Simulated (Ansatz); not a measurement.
# C6H5CaO: the cost of one run

Method: the levels named in each step, in Ansatz 0.2.0.

## Step 1: The structure to begin with

Bond lengths: Ca1–O2 1.945 Å, Ca1–C3 2.580 Å, O2–C3 1.307 Å, C3–C4 1.409 Å, C4–C5 1.382 Å, C5–C6 1.386 Å, C6–C7 1.387 Å, C3–C8 1.406 Å, C7–C8 1.380 Å, C4–H9 1.095 Å, C5–H10 1.083 Å, C6–H11 1.080 Å, C7–H12 1.082 Å, C8–H13 1.086 Å. Angles (14 of 23 angles, heavy atoms first): Ca1–O2–C3 103.2°, O2–Ca1–C3 29.5°, Ca1–C3–O2 47.2°, Ca1–C3–C4 96.2°, Ca1–C3–C8 124.4°, O2–C3–C4 121.3°, O2–C3–C8 121.5°, C4–C3–C8 117.2°, C3–C4–C5 121.2°, C4–C5–C6 120.5°, C5–C6–C7 119.2°, C6–C7–C8 120.7°, C3–C8–C7 121.2°, C3–C4–H9 117.8°.

Coordinates:

```xyz
13

Ca    2.2137    0.0114   -0.6568
O     1.1701   -0.6156    0.8603
C    -0.0503   -0.2686    0.5479
C    -0.4306    1.0866    0.4759
C    -1.7156    1.4522    0.1225
C    -2.6616    0.4868   -0.1867
C    -2.3022   -0.8517   -0.1424
C    -1.0201   -1.2264    0.2044
H     0.3053    1.8398    0.7774
H    -1.9859    2.5001    0.0944
H    -3.6663    0.7733   -0.4595
H    -3.0330   -1.6113   -0.3844
H    -0.7372   -2.2731    0.2583
```

## Step 2: A rough first relaxation, PBE-D4/def2-SVP

This run stands in another session on the same molecule. It ended at:

```xyz
13

Ca    3.2092   -0.7892    0.3332
O     1.2506   -0.3866    0.2473
C    -0.0573   -0.1127    0.1750
C    -0.5273    1.2195    0.2866
C    -1.8976    1.5008    0.2078
C    -2.8324    0.4691    0.0179
C    -2.3745   -0.8548   -0.0913
C    -1.0065   -1.1476   -0.0140
H     0.2087    2.0246    0.4354
H    -2.2409    2.5439    0.2961
H    -3.9075    0.6946   -0.0440
H    -3.0949   -1.6749   -0.2397
H    -0.6432   -2.1834   -0.0990
```

## Step 3: Relaxation, HF/STO-3G

Contents of input.yaml:

```yaml
crystal:
  periodic: [false, false, false]
  atoms:
    - { symbol: Ca, position_ang: [3.20923348, -0.78916027, 0.33323076] }
    - { symbol: O, position_ang: [1.25056901, -0.38655573, 0.24728515] }
    - { symbol: C, position_ang: [-0.05725448, -0.11268206, 0.17503766] }
    - { symbol: C, position_ang: [-0.52734842, 1.21946509, 0.28656235] }
    - { symbol: C, position_ang: [-1.8976298, 1.50083085, 0.20779947] }
    - { symbol: C, position_ang: [-2.83235336, 0.46910437, 0.0179265] }
    - { symbol: C, position_ang: [-2.37449189, -0.85477384, -0.09129432] }
    - { symbol: C, position_ang: [-1.00651679, -1.14763484, -0.01402668] }
    - { symbol: H, position_ang: [0.20866412, 2.02459108, 0.43540615] }
    - { symbol: H, position_ang: [-2.24088149, 2.54391497, 0.2960883] }
    - { symbol: H, position_ang: [-3.90749614, 0.69464993, -0.04404211] }
    - { symbol: H, position_ang: [-3.09494518, -1.67487254, -0.23970833] }
    - { symbol: H, position_ang: [-0.64323907, -2.18342703, -0.09903491] }
magnetization:
  spin_polarized: true
  initial_magnetization: 1
basis:
  gaussian: { orbitals: STO-3G }
hamiltonian:
  xc: hf
relax:
  f_tol: 0.004
  max_steps: 150
```

The run is started by

```sh
$ ansatz run input.yaml --threads 4 --pin off --max-ram 10240MiB --backend cpu --events-out ev --progress --plain --runs-dir out
```

**Question.** How long does this run take on 4 threads of Arm Neoverse V1, shared host, and how much memory does it need?

About 11 s, with a peak of 0.22 GiB.
